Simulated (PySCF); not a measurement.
**Tl⁺: the SCF solver's settings**

Do solver options change the result for Tl⁺, or only the number of cycles?

Program: PySCF 2.14.0. Level of theory: method and basis as typed in the scripts. These are calculated values, not measurements.

6 further runs of the same task are left out: 1 for a known fault of the program, 5 that didn't finish.

### 1 The atom

Tl⁺: 1 atom, charge 1, spin multiplicity 1.

### 2 Base script

Input file input.py:

```python
from pyscf import gto, dft

mol = gto.M(
    atom='Tl 0 0 0',
    basis='lanl2dz',
    ecp={'Tl': 'lanl2dz'},
    charge=1,
    spin=0,
    symmetry=True,
    verbose=4,
)
mf = dft.UKS(mol, xc='camb3lyp')
mf.kernel()
mf.dip_moment()
print('orbital energies (hartree):', [e[max(0, n-3):n+3].round(4) for e, n in zip(mf.mo_energy, mol.nelec)])
```

Command:

```console
$ python input.py
```

Its log is not repeated here.

Base result: E(SCF) = -51.319343 Eh, 7 cycles.

### 3 Level shift -0.2 hartree

Run 1 changes level shift: none → -0.2 hartree.

Input file input.py:

```python
from pyscf import gto, dft

mol = gto.M(
    atom='Tl 0 0 0',
    basis='lanl2dz',
    ecp={'Tl': 'lanl2dz'},
    charge=1,
    spin=0,
    symmetry=True,
    verbose=4,
)
mf = dft.UKS(mol, xc='camb3lyp')
mf.level_shift = -0.2
mf.kernel()
mf.dip_moment()
print('orbital energies (hartree):', [e[max(0, n-3):n+3].round(4) for e, n in zip(mf.mo_energy, mol.nelec)])
```

Command:

```console
$ python input.py
```

### 4 Smearing width 0.01 hartree

Run 2 changes smearing width: none → 0.01 hartree.

input.py, as its differences from that of step 2:

```diff
@@ -1,2 +1,2 @@
-from pyscf import gto, dft
+from pyscf import gto, dft, scf
 
@@ -12,2 +12,3 @@
 mf = dft.UKS(mol, xc='camb3lyp')
+mf = scf.addons.smearing_(mf, sigma=0.01, method='fermi')
 mf.kernel()
```

### 5 Initial guess 1e

Run 3 changes initial guess: minao → 1e.

input.py, as its differences from that of step 2:

```diff
@@ -12,2 +12,3 @@
 mf = dft.UKS(mol, xc='camb3lyp')
+mf.init_guess = '1e'
 mf.kernel()
```

### 6 DIIS space off

Run 4 changes DIIS space: default → off.

input.py, as its differences from that of step 2:

```diff
@@ -12,2 +12,3 @@
 mf = dft.UKS(mol, xc='camb3lyp')
+mf.diis = False
 mf.kernel()
```

### 7 Convergence threshold 1e-11 hartree

Run 5 changes convergence threshold: default → 1e-11 hartree.

input.py, as its differences from that of step 2:

```diff
@@ -12,2 +12,3 @@
 mf = dft.UKS(mol, xc='camb3lyp')
+mf.conv_tol = 1e-11
 mf.kernel()
```

**Question.** What will these runs give? Wanted: for each run, E(SCF); from base; gap.

The runs gave:

```
                                run  E(SCF) (hartree)  from base (eV)  cycles  gap (eV)
                               base        -51.319343               0       7     11.41
           level shift -0.2 hartree        -51.319343          0.0000       8     11.41
        smearing width 0.01 hartree        -51.319343          0.0000      12       n/a
                   initial guess 1e        -51.319343          0.0000       6     11.41
                     DIIS space off        -51.319343          0.0000      15     11.41
convergence threshold 1e-11 hartree        -51.319343          0.0000       8     11.41
```

Distance from each run's final energy (log10 hartree) by cycle:

| run | cycle 1 | cycle 2 | cycle 3 | cycle 5 | cycle 8 | cycle 12 |
| --- | --- | --- | --- | --- | --- | --- |
| base | 1.1 | 0.2 | -0.7 | -5.5 | done | done |
| level shift -0.2 hartree | 1.1 | 0.3 | -0.9 | -5.2 | < -11 | done |
| smearing width 0.01 hartree | 1.1 | 0.2 | -0.4 | -5.3 | -6.1 | < -11 |
| initial guess 1e | -0.3 | -1.1 | -7.0 | -9.4 | done | done |
| DIIS space off | 1.1 | 0.2 | -0.5 | -2.1 | -4.4 | -7.4 |
| convergence threshold 1e-11 hartree | 1.1 | 0.2 | -0.7 | -5.5 | < -11 | done |

**Reading.** With level shift -0.2 hartree or smearing width 0.01 hartree or initial guess 1e or DIIS space off or convergence threshold 1e-11 hartree the SCF ends at the base energy. The base needs 7 cycles and the run with DIIS space off needs 15.
